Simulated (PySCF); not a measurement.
# C4H12BP: runs on many settings

Which settings matter for C4H12BP (`CB(C)P(C)C`), and how do bad ones show?

Programs: PySCF 2.14.0, with density-fitted response routines of our own. Each step states its level of theory. These are calculated values for one molecule in the gas phase, unless marked as measured. Atoms are numbered from 0 throughout.

### 1 Starting geometry

18 atoms, charge 0, multiplicity 1; geometry from: GFN2-xTB.

Bonds of the start (Å): C0–B1 1.58, B1–C2 1.58, B1–P3 1.89, P3–C4 1.86, P3–C5 1.86, C0–H6 1.09, C0–H7 1.09, C0–H8 1.09, C2–H9 1.09, C2–H10 1.09, C2–H11 1.09, C4–H12 1.09, C4–H13 1.09, C4–H14 1.09, C5–H15 1.09, C5–H16 1.09, C5–H17 1.09.

### 2 Nuclear shieldings: PBE0/pcSseg-1

What the job is given:

```
{"job": {"kind": "nmr", "xc": "PBE0", "basis": "pcSseg-1"}, "charge": 0, "multiplicity": 1}
C     -0.929822    -1.924636    -0.295692
B     -0.836098    -0.356784    -0.149199
C     -2.069299     0.569827    -0.481853
P      0.731933     0.411931     0.581509
C      0.933105     1.969125    -0.413665
C      2.082317    -0.601710    -0.195406
H     -1.949489    -2.301255    -0.344900
H     -0.416221    -2.447022     0.510558
H     -0.434987    -2.234737    -1.218043
H     -2.239862     1.303736     0.305582
H     -1.877938     1.147237    -1.387820
H     -2.999539     0.027494    -0.638758
H      0.139149     2.663747    -0.152491
H      1.888790     2.427117    -0.166519
H      0.900553     1.765738    -1.483081
H      2.051849    -1.606254     0.218059
H      1.971976    -0.650877    -1.277743
H      3.044824    -0.156362     0.048286
```

Method: GIAO PBE0/pcSseg-1 NMR shielding, non-relativistic, gas phase.

On the command line:

```bash
$ OMP_NUM_THREADS=1 python probes_run.py task.json out
```

One launch serves the whole session: the jobs run in the order shown.

Output:

```text
coarse grid: 14496 points
cycle   1  E = -525.3583137211  dE =  2.569e-01  |g| = 5.098e-01  |ddm| = 3.555e+00
cycle   2  E = -525.3472901376  dE =  1.102e-02  |g| = 5.525e-01  |ddm| = 9.238e-01
cycle   3  E = -525.4276191179  dE = -8.033e-02  |g| = 3.436e-02  |ddm| = 4.929e-01
cycle   4  E = -525.4279129385  dE = -2.938e-04  |g| = 1.889e-02  |ddm| = 7.945e-02
cycle   5  E = -525.4280196799  dE = -1.067e-04  |g| = 2.791e-03  |ddm| = 2.796e-02
cycle   6  E = -525.4280214258  dE = -1.746e-06  |g| = 1.215e-03  |ddm| = 4.712e-03
final grid: 132432 points
cycle   7  E = -525.4622705846  dE = -3.715e-05  |g| = 9.599e-03  |ddm| = 2.915e-02
cycle   8  E = -525.4622622390  dE =  8.346e-06  |g| = 1.123e-02  |ddm| = 1.562e-02
cycle   9  E = -525.4622939345  dE = -3.170e-05  |g| = 4.777e-04  |ddm| = 8.734e-03
cycle  10  E = -525.4622940006  dE = -6.615e-08  |g| = 1.333e-04  |ddm| = 8.422e-04
cycle  11  E = -525.4622940051  dE = -4.484e-09  |g| = 3.742e-05  |ddm| = 1.673e-04
cycle  12  E = -525.4622940054  dE = -3.528e-10  |g| = 7.656e-06  |ddm| = 4.820e-05
converged SCF energy = -525.4622940054

GIAO shielding tensors (ppm)
atom      isotropic    diamagn.    paramagn.     s11        s22        s33       span
  0 C      170.968     253.155     -82.188    152.185    174.499    186.219     34.035
  1 B        3.068     192.458    -189.390    -74.291    -39.063    122.558    196.849
  2 C      171.527     253.103     -81.575    152.344    176.481    185.757     33.414
  3 P      407.118     969.896    -562.778    353.312    386.076    481.966    128.654
  4 C      177.042     254.065     -77.022    164.539    180.455    186.133     21.594
  5 C      177.315     254.188     -76.873    164.965    180.730    186.250     21.285
  6 H       30.497      30.808      -0.311     26.374     29.086     36.031      9.657
  7 H       30.301      32.013      -1.711     25.640     30.745     34.518      8.878
  8 H       30.899      31.413      -0.514     26.620     30.515     35.560      8.940
  9 H       30.380      31.620      -1.241     25.774     30.368     34.998      9.225
 10 H       30.806      31.563      -0.757     26.353     30.818     35.248      8.894
 11 H       30.524      30.818      -0.294     26.447     29.163     35.963      9.516
 12 H       30.372      32.018      -1.647     25.635     28.342     37.138     11.503
 13 H       30.683      30.812      -0.128     25.774     28.267     38.009     12.236
 14 H       30.618      32.613      -1.995     26.373     28.788     36.693     10.320
 15 H       30.339      32.114      -1.775     25.563     28.350     37.105     11.542
 16 H       30.622      32.686      -2.064     26.355     28.805     36.706     10.351
 17 H       30.689      30.869      -0.180     25.788     28.267     38.012     12.224
```

Run time: 1.7 min. Hardware: 1 thread, shared host.

Shifts follow as δ = σ(reference) − σ, with reference shieldings (ppm) from runs at the same level and on the same kind of geometry: ¹H TMS 31.72, ¹³C TMS 186.9, ³¹P H3PO4 318.4, ¹¹B BF3·OEt2 100.1. The references are single molecules in the gas phase, so shifts against H2O, NH3, PH3, H3PO4 or CFCl3 are not on the usual liquid scales and can be off by tens of ppm. Atoms listed in one row are averaged.

```csv
atoms,environment,σ (ppm),δ (ppm),δ scaled to CDCl3
"C0, C2",methyl carbon bonded to B,171.2,15.7,13.4
"C4, C5",methyl carbon bonded to P,177.2,9.7,7.6
"H12, H13, H14, H15, H16, H17",hydrogen on a methyl carbon bonded to P,30.55,1.16,1.20
"H6, H7, H8, H9, H10, H11",hydrogen on a methyl carbon bonded to B,30.57,1.15,1.19
B1,"boron bonded to 2 C, P",3.1,97.0,–
P3,"phosphorus bonded to 2 C, B",407.1,-88.7,–
```

The scaled column applies a straight-line fit of computed shieldings to shifts measured in CDCl3 (root-mean-square error 0.16 ppm for H, 1.9 ppm for C).

Charges from the same density, by scheme (e):

```csv
atoms,Mulliken,IAO,Hirshfeld,ESP fit
"C0, C2",-0.51,-0.57,-0.20,-0.86
B1,0.31,0.12,0.14,0.81
P3,0.04,0.39,0.08,-0.37
"C4, C5",-0.48,-0.60,-0.16,-0.25
```

Mayer bond orders: C0–B1 1.05, B1–C2 1.05, B1–P3 1.08, P3–C4 0.98, P3–C5 0.99.

### 3 TDDFT and polarisability: PBE0/def2-SVPD

The job, as its differences from that of step 2:

```diff
@@ -1,2 +1,2 @@
-{"job": {"kind": "nmr", "xc": "PBE0", "basis": "pcSseg-1"}, "charge": 0, "multiplicity": 1}
+{"job": {"kind": "uv", "xc": "PBE0", "basis": "def2-SVPD", "nstates": 6, "ntriplets": 2}, "charge": 0, "multiplicity": 1}
 C     -0.929822    -1.924636    -0.295692
```

Method: TDDFT PBE0/def2-SVPD, vertical, gas phase, core orbitals frozen in the response.

Output:

```text
coarse grid: 14496 points
cycle   1  E = -525.1441541634  dE =  2.084e-01  |g| = 4.881e-01  |ddm| = 5.540e+00
cycle   2  E = -525.1324640970  dE =  1.169e-02  |g| = 5.347e-01  |ddm| = 1.439e+00
cycle   3  E = -525.2101117989  dE = -7.765e-02  |g| = 3.583e-02  |ddm| = 6.705e-01
cycle   4  E = -525.2104260218  dE = -3.142e-04  |g| = 2.067e-02  |ddm| = 1.315e-01
cycle   5  E = -525.2105695359  dE = -1.435e-04  |g| = 3.017e-03  |ddm| = 5.370e-02
cycle   6  E = -525.2105721573  dE = -2.621e-06  |g| = 1.189e-03  |ddm| = 8.289e-03
final grid: 132432 points
cycle   7  E = -525.2747912765  dE = -4.162e-05  |g| = 9.468e-03  |ddm| = 1.197e-01
cycle   8  E = -525.2747827203  dE =  8.556e-06  |g| = 1.104e-02  |ddm| = 2.569e-02
cycle   9  E = -525.2748146642  dE = -3.194e-05  |g| = 5.496e-04  |ddm| = 1.370e-02
cycle  10  E = -525.2748147635  dE = -9.934e-08  |g| = 1.310e-04  |ddm| = 1.573e-03
cycle  11  E = -525.2748147683  dE = -4.767e-09  |g| = 3.854e-05  |ddm| = 3.384e-04
cycle  12  E = -525.2748147687  dE = -4.073e-10  |g| = 8.512e-06  |ddm| = 1.006e-04
converged SCF energy = -525.2748147687

Static polarisability (au): isotropic 91.787, principal 75.629 95.777 103.954

Singlet excitations
state   eV       nm        f      main configurations
  1   4.3737    283.5   0.07400   H->L 0.96
  2   5.7464    215.8   0.00154   H->L+1 0.91, H-1->L 0.08
  3   5.9513    208.3   0.02793   H->L+2 0.94
  4   5.9696    207.7   0.04627   H-1->L 0.85, H->L+1 0.08
  5   6.1638    201.1   0.00160   H-2->L 0.95
  6   6.5059    190.6   0.02585   H->L+3 0.98

Triplet excitations (Tamm-Dancoff, eV): 3.3329 5.2497
```

Run time: 2 min. Hardware: 1 thread, shared host.

Frontier orbitals and where they lie:

```csv
orbital,eV,atoms
HOMO−3,-9.50,"C4 17 %, C5 17 %, P3 17 %"
HOMO−2,-8.64,"B1 19 %, C2 19 %, C0 18 %"
HOMO−1,-8.30,"P3 30 %, B1 20 %, C4 10 %"
HOMO,-6.27,"P3 55 %, B1 14 %, C5 9 %"
LUMO,-0.84,"B1 39 %, P3 17 %, C0 11 %"
LUMO+1,0.48,"B1 36 %, C0 8 %, C2 7 %"
LUMO+2,0.85,"P3 20 %, C5 11 %, C4 11 %"
```

With each of the 6 states as a Gaussian band of 0.4 eV half-width at 1/e, the curve within the window shown has maxima at 283 nm (ε 3,000), 207 nm (ε 3,300) L/(mol cm). Beyond the last state computed it falls off for lack of states. The curve at chosen wavelengths:

nm, ε (L/mol/cm) and a bar:
```
      182        637 #####
      188       1284 ###########
      194       1993 ##################
      200       2803 ##########################
      205       3254 ##############################
      211       3029 ############################
      217       2109 ###################
      223       1127 ##########
      229        483 ###
      235        188 #
      240        124 
      246        209 #
      252        479 ###
      258        951 ########
      264       1582 ##############
      270       2242 ####################
      275       2687 #########################
      281       2972 ###########################
      287       2938 ###########################
      293       2629 ########################
      299       2156 ###################
      305       1637 ###############
      310       1236 ###########
      316        834 #######
      322        534 ####
      328        326 ##
```

Ground-state properties from the same run:

```csv
property,computed
dipole moment (D),1.30
polarisability (Å³),13.60
HOMO–LUMO gap (eV),5.43
−ε(HOMO) (eV),6.27
```

### 4 Shielding tensors: B97-2/cc-pVDZ

The job, as its differences from that of step 3:

```diff
@@ -1,2 +1,2 @@
-{"job": {"kind": "uv", "xc": "PBE0", "basis": "def2-SVPD", "nstates": 6, "ntriplets": 2}, "charge": 0, "multiplicity": 1}
+{"job": {"kind": "nmr", "xc": "B97-2", "basis": "cc-pVDZ", "pop": true, "gauge": [2, 0, 0], "scf": {"guess": "1e", "max_cycle": 57}}, "charge": 0, "multiplicity": 1}
 C     -0.929822    -1.924636    -0.295692
```

Level: common gauge origin B97-2/cc-pVDZ NMR shielding, non-relativistic, gas phase.

Output:

```text
final grid: 132432 points
cycle   1  E = -276.3084419798  dE =  1.736e+02  |g| = 1.265e+01  |ddm| = 1.138e+02
cycle   2  E = -348.8581902857  dE = -7.255e+01  |g| = 9.005e+00  |ddm| = 1.269e+02
cycle   3  E = -446.9445718303  dE = -9.809e+01  |g| = 9.738e+00  |ddm| = 1.004e+02
cycle   4  E = -515.3069476332  dE = -6.836e+01  |g| = 4.220e+00  |ddm| = 4.834e+01
cycle   5  E = -486.8479772759  dE =  2.846e+01  |g| = 8.479e+00  |ddm| = 3.712e+01
cycle   6  E = -511.3948379552  dE = -2.455e+01  |g| = 5.709e+00  |ddm| = 1.784e+01
cycle   7  E = -523.2185084458  dE = -1.182e+01  |g| = 2.609e+00  |ddm| = 1.172e+01
cycle   8  E = -525.3145855945  dE = -2.096e+00  |g| = 1.145e+00  |ddm| = 4.639e+00
cycle   9  E = -525.4023590201  dE = -8.777e-02  |g| = 1.048e+00  |ddm| = 3.290e+00
cycle  10  E = -525.8200799486  dE = -4.177e-01  |g| = 1.967e-01  |ddm| = 2.364e+00
cycle  11  E = -525.8318422492  dE = -1.176e-02  |g| = 6.855e-02  |ddm| = 5.584e-01
cycle  12  E = -525.8329680749  dE = -1.126e-03  |g| = 3.390e-02  |ddm| = 1.752e-01
cycle  13  E = -525.8333069767  dE = -3.389e-04  |g| = 6.191e-03  |ddm| = 6.461e-02
cycle  14  E = -525.8333165615  dE = -9.585e-06  |g| = 3.216e-03  |ddm| = 1.835e-02
cycle  15  E = -525.8333195363  dE = -2.975e-06  |g| = 7.241e-04  |ddm| = 6.643e-03
cycle  16  E = -525.8333196912  dE = -1.549e-07  |g| = 1.168e-04  |ddm| = 1.395e-03
cycle  17  E = -525.8333196962  dE = -4.984e-09  |g| = 2.040e-05  |ddm| = 2.916e-04
cycle  18  E = -525.8333196963  dE = -1.578e-10  |g| = 7.128e-06  |ddm| = 6.001e-05
converged SCF energy = -525.8333196963

GIAO shielding tensors (ppm)
atom      isotropic    diamagn.    paramagn.     s11        s22        s33       span
  0 C      195.137     323.245    -128.108    165.591    195.210    224.610     59.019
  1 B       48.639     358.867    -310.228    -40.872     22.115    164.674    205.545
  2 C      179.130     274.336     -95.206    142.511    178.170    216.710     74.199
  3 P      484.461    1113.952    -629.491    432.835    455.658    564.889    132.055
  4 C      213.918     364.890    -150.972    184.044    208.055    249.655     65.611
  5 C      251.352     431.677    -180.325    213.280    265.400    275.377     62.096
  6 H      -25.117    -156.815     131.697    -69.441    -59.397     53.486    122.927
  7 H       45.657      88.070     -42.413      1.975     37.748     97.250     95.275
  8 H       45.855      83.885     -38.030      4.067     39.540     93.959     89.891
  9 H        5.012     -30.227      35.239    -47.782    -15.956     78.775    126.557
 10 H       22.175      17.784       4.391    -25.501      7.532     84.493    109.995
 11 H      -32.863    -176.945     144.082    -80.949    -69.780     52.141    133.090
 12 H        3.616     -41.451      45.067    -38.083    -20.612     69.544    107.626
 13 H       50.243      88.533     -38.290     16.544     48.453     85.732     69.188
 14 H       47.407      85.173     -37.766     17.449     32.823     91.948     74.499
 15 H       57.327      95.528     -38.201     28.028     59.742     84.212     56.184
 16 H       64.683     118.697     -54.014     38.814     66.910     88.325     49.511
 17 H       70.212     128.551     -58.339     51.976     75.771     82.890     30.914
```

Wall time 84 s (1 thread, shared host).

The run ended normally, but its values are not to be used for the molecule: a common gauge origin replaces GIAOs, so the shieldings depend on where the origin lies. Its shieldings differ from those of step 2 (PBE0/pcSseg-1) by up to 77 ppm (P3).

### 5 Ultraviolet spectrum: TPSS/cc-pCVDZ

The job, as its differences from that of step 4:

```diff
@@ -1,2 +1,2 @@
-{"job": {"kind": "nmr", "xc": "B97-2", "basis": "cc-pVDZ", "pop": true, "gauge": [2, 0, 0], "scf": {"guess": "1e", "max_cycle": 57}}, "charge": 0, "multiplicity": 1}
+{"job": {"kind": "uv", "xc": "TPSS", "basis": "cc-pCVDZ", "nstates": 3, "ntriplets": 0, "tda": true, "scf": {"aux": "def2-universal-jfit", "max_cycle": 91}}, "charge": 0, "multiplicity": 1}
 C     -0.929822    -1.924636    -0.295692
```

Level: TPSS/cc-pCVDZ.

Output:

```text
KeyError: 'Element h (Z=1) not found in basis cc-pCVDZ version 0'
```

Wall time 0.4 s (1 thread, shared host).

Diagnosis: The basis cc-pCVDZ has no functions for an element of the molecule, so the input was refused before any integral. Cure: choose a basis that covers all elements.

### 6 Ultraviolet spectrum: HF/def2-SVPD

The job, as its differences from that of step 5:

```diff
@@ -1,2 +1,2 @@
-{"job": {"kind": "uv", "xc": "TPSS", "basis": "cc-pCVDZ", "nstates": 3, "ntriplets": 0, "tda": true, "scf": {"aux": "def2-universal-jfit", "max_cycle": 91}}, "charge": 0, "multiplicity": 1}
+{"job": {"kind": "uv", "xc": "HF", "basis": "def2-SVPD", "nstates": 3, "ntriplets": 5, "tda": false}, "charge": 0, "multiplicity": 1}
 C     -0.929822    -1.924636    -0.295692
```

Method: TDDFT HF/def2-SVPD, vertical, gas phase, core orbitals frozen in the response.

Output:

```text
final grid: 132432 points
cycle   1  E = -523.5962500252  dE =  7.478e-01  |g| = 3.875e-01  |ddm| = 5.014e+00
cycle   2  E = -523.6576837297  dE = -6.143e-02  |g| = 1.133e-01  |ddm| = 8.202e-01
cycle   3  E = -523.6634029069  dE = -5.719e-03  |g| = 4.185e-02  |ddm| = 3.748e-01
cycle   4  E = -523.6640567054  dE = -6.538e-04  |g| = 7.280e-03  |ddm| = 9.794e-02
cycle   5  E = -523.6641066596  dE = -4.995e-05  |g| = 2.198e-03  |ddm| = 2.821e-02
cycle   6  E = -523.6641120426  dE = -5.383e-06  |g| = 8.762e-04  |ddm| = 9.544e-03
cycle   7  E = -523.6641128066  dE = -7.640e-07  |g| = 2.201e-04  |ddm| = 4.146e-03
cycle   8  E = -523.6641128720  dE = -6.540e-08  |g| = 7.804e-05  |ddm| = 1.474e-03
cycle   9  E = -523.6641128786  dE = -6.556e-09  |g| = 2.673e-05  |ddm| = 4.633e-04
cycle  10  E = -523.6641128794  dE = -8.860e-10  |g| = 8.821e-06  |ddm| = 1.915e-04
converged SCF energy = -523.6641128794

Static polarisability (au): isotropic 85.308, principal 72.509 89.237 94.179

Singlet excitations
state   eV       nm        f      main configurations
  1   5.3300    232.6   0.07706   H->L+1 0.58, H->L+3 0.15, H->L 0.09
  2   6.6991    185.1   0.06331   H->L+2 0.54, H->L+12 0.17
  3   6.9353    178.8   0.02133   H->L 0.76

Triplet excitations (Tamm-Dancoff, eV): 4.0469 5.3794 6.1437 6.5739 6.5795
```

Run time: 39 s. Hardware: 1 thread, shared host.

This run: HOMO -8.69 eV, LUMO 2.15 eV; lowest singlet 5.33 eV.

### 7 Run by run: electronic excitations

Excitations and ground-state properties, with basis size and wall time:

```csv
run,lowest singlet (eV),brightest (eV),f,gap (eV),α (Å³),μ (D),functions,time
PBE0/def2-SVPD,4.37,4.37,0.074,5.43,13.60,1.30,220,2 min
HF/def2-SVPD,5.33,5.33,0.077,10.84,12.64,1.43,220,39 s
```

### 8 What came out

| quantity | value |
| --- | --- |
| ¹³C shifts against TMS (PBE0/pcSseg-1, means over atoms taken as alike) | 15.7, 9.7 ppm |
| ¹H shifts against TMS (PBE0/pcSseg-1, means over atoms taken as alike) | 1.16, 1.15 ppm |
| ¹¹B shifts against BF3·OEt2 (PBE0/pcSseg-1) | 97.0 ppm |
| ³¹P shifts against H3PO4 (PBE0/pcSseg-1) | -88.7 ppm |
| lowest singlet (PBE0/def2-SVPD) | 4.37 eV (283 nm), f = 0.074 |
| lowest triplet | 3.33 eV |
| range of the lowest singlet | 4.37 to 5.33 eV |
| property runs in this session | 5, of which 1 failed and 1 gave unsound results |

Single values in the summary come from the first run of each kind that ended normally (PBE0/pcSseg-1; PBE0/def2-SVPD), which need not be the best level. At PBE0/pcSseg-1: The largest span, 197 ppm, is at B1, where the paramagnetic term is -189 ppm. The lowest singlet, at 4.37 eV, is HOMO→LUMO 0.96 and is bright; of the 6 states computed, the strongest absorption comes from states 3 to 4 together at 5.97 eV. The lowest triplet lies 1.04 eV below the lowest singlet (triplets in Tamm-Dancoff, singlets in full TDDFT). The lowest singlet runs from 4.37 eV (PBE0/def2-SVPD) to 5.33 eV (HF/def2-SVPD), while the orbital gap spans 5.43 to 10.84 eV: the excitation energy moves far less from run to run than the orbital gap does. The lowest state need not be the same one in every run. The runs solved for a few states only, so the brightest column depends on that window.
